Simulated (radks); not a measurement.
**Zn⁺ with its nuclear charge varied continuously**

An exercise on one series of results from a longer session: the logs are not shown, and one member is left open.

The numbers are computed with radks (a radial shooting solver on a logarithmic mesh, Libxc functionals) version 1 (Dirac Kohn-Sham, PBEsol, spin-unpolarised, spherical densities, finite nucleus), except any that are marked as measured or tabulated.

### The atom as given

```
element            : zinc (Z = 30)
charge             : +1
electrons          : 29
configuration      : [Ar] 3d10 4s1
nuclear rms radius : 3.9283 fm
```

The outer shells:

Zn⁺
```
[Ar] core
3d [↑↓][↑↓][↑↓][↑↓][↑↓]
4s [↑ ]
```

Set-up of the first run:

The run's settings:

```text
Z 30
configuration [Ar] 3d10 4s1
relativity Dirac
functional pbe_sol,pbe_sol
spin unpolarised
j_filling energy
nucleus finite rms 3.9283 fm
c 137.035999084
```

Among the steps run: Z = 30.

One table of the session follows, with a row left open; its other results are not shown here.

It belongs to the step «Z = 30». From the orbitals of this run (lengths in bohr):

| level | <r> | outermost maximum (interpolated) | 90 % within | nodes |
| --- | --- | --- | --- | --- |
| 2p1/2 | 0.1960 | 0.150 | 0.321 | 0 |
| 2p3/2 | 0.1994 | 0.153 | 0.326 | 0 |
| 3s1/2 | 0.6818 | 0.589 | 1.02 | 2 |
| 3p1/2 | 0.7068 | 0.587 | 1.09 | 1 |
| 3p3/2 | 0.7177 | 0.595 | 1.11 | 1 |
| 3d3/2 | 0.8925 | 0.564 | 1.57 | 0 |
| 3d5/2 | 0.9000 | 0.567 | 1.58 | 0 |
| 4s1/2 | ? | ? | ? | ? |

**Question.** Estimate the row for 4s1/2.

The run gave: <r>: 2.390; outermost maximum (interpolated): 1.98; 90 % within: 3.61; nodes: 3. In the column «<r>» it is the highest.
